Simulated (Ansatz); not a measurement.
# TiO2 (I4_1/amd): equation of state

An exercise on one series of results from a longer session: the logs are not shown, and one member is left open.

Computed with Ansatz 0.2.0 (DFT r²SCAN, scalar-relativistic, plane waves, PAW, unless a step's input says otherwise).

## The system as given

It takes space group I4_1/amd (No. 141, tetragonal). The conventional cell has a = 3.778 Å, b = 3.778 Å, c = 9.581 Å, α = 90.00°, β = 90.00°, γ = 90.00°. Ti (site symmetry -4m2) is surrounded by 6 O at 1.93 to 1.99 Å. O (site symmetry 2mm) is surrounded by 3 Ti at 1.93 to 1.99 Å.

Coordinates:

```
CELL_PARAMETERS angstrom
-1.88912 1.88912 4.79071
1.88912 -1.88912 4.79071
1.88912 1.88912 -4.79071
ATOMIC_POSITIONS crystal
Ti 0.00000 0.00000 0.00000
Ti 0.75000 0.25000 0.50000
O 0.20729 0.20729 0.00000
O 0.95729 0.45729 0.50000
O 0.54271 0.04271 0.50000
O 0.79271 0.79271 0.00000
```

An earlier run at r²SCAN left this cell at 11.398 Å³/atom and 0.00 GPa (8×8×8 mesh).

Volume factors to run: 0.980, 1.020, 0.960, 1.040.

The first run:

input.yaml

```yaml
crystal:
  lattice:
    - [-1.87643957, 1.87643957, 4.7585605768]
    - [1.87643957, -1.87643957, 4.7585605768]
    - [1.87643957, 1.87643957, -4.7585605768]
  atoms:
    - { symbol: Ti, position: [0.0, 0.0, 0.0] }
    - { symbol: Ti, position: [0.75, 0.25, 0.5] }
    - { symbol: O, position: [0.2072929117, 0.2072929117, 0.0] }
    - { symbol: O, position: [0.9572929117, 0.4572929117, 0.5] }
    - { symbol: O, position: [0.5427070883, 0.0427070883, 0.5] }
    - { symbol: O, position: [0.7927070883, 0.7927070883, 0.0] }
basis:
  ecutwfc: 500
  ecutrho_ratio: 4
kpoints:
  mp_grid: { grid: [8, 8, 8] }
hamiltonian:
  xc: r2scan
scf:
  occupations: { method: gaussian, width: 0.05 }
output:
  forces: true
  stress: true
  eigenvalues: true
relax:
  f_tol: 0.01
  max_steps: 40
  cell: { stress_tol: 0.1, fix: [volume] }
```

On the command line:

```
> ansatz run input.yaml --threads 4 --pin off --max-ram 10240MiB --backend cpu --events-out ev --progress --plain --runs-dir out
```

Steps of the session up to this table: At 0.980 of the relaxed volume; Scaling the volume by 1.020; Scaling the volume by 0.960; Volume × 1.040.

One of the session's tables, all rows but one given; the rest of the session is left out.

It belongs to the step «Energy and pressure against volume». 

| volume (Å³/atom) | energy (meV/atom) | pressure (GPa) | gap (eV) |
| --- | --- | --- | --- |
| 10.942 | 11.33 | 8.13 | 2.52 |
| 11.170 | 2.77 | 3.94 | 2.55 |
| 11.398 | 0.00 | 0.00 | 2.57 |
| 11.626 | ? | ? | ? |
| 11.854 | 10.27 | -7.05 | 2.56 |

**Question.** Estimate the row for volume (Å³/atom) = 11.626.

Worked estimate for «energy (meV/atom)». A straight line through the neighbours (11.398, 0.00) and (11.854, 10.27) gives 0.00 + (10.27 − 0.00) × (11.626 − 11.398) / (11.854 − 11.398) = 5.14; a parabola fitted to 3 rows on both sides gives 2.50.

As computed: energy (meV/atom): 2.62; pressure (GPa): -3.66; gap (eV): 2.57. In «energy (meV/atom)» the line misses by +2.52 and the parabola by -0.12.
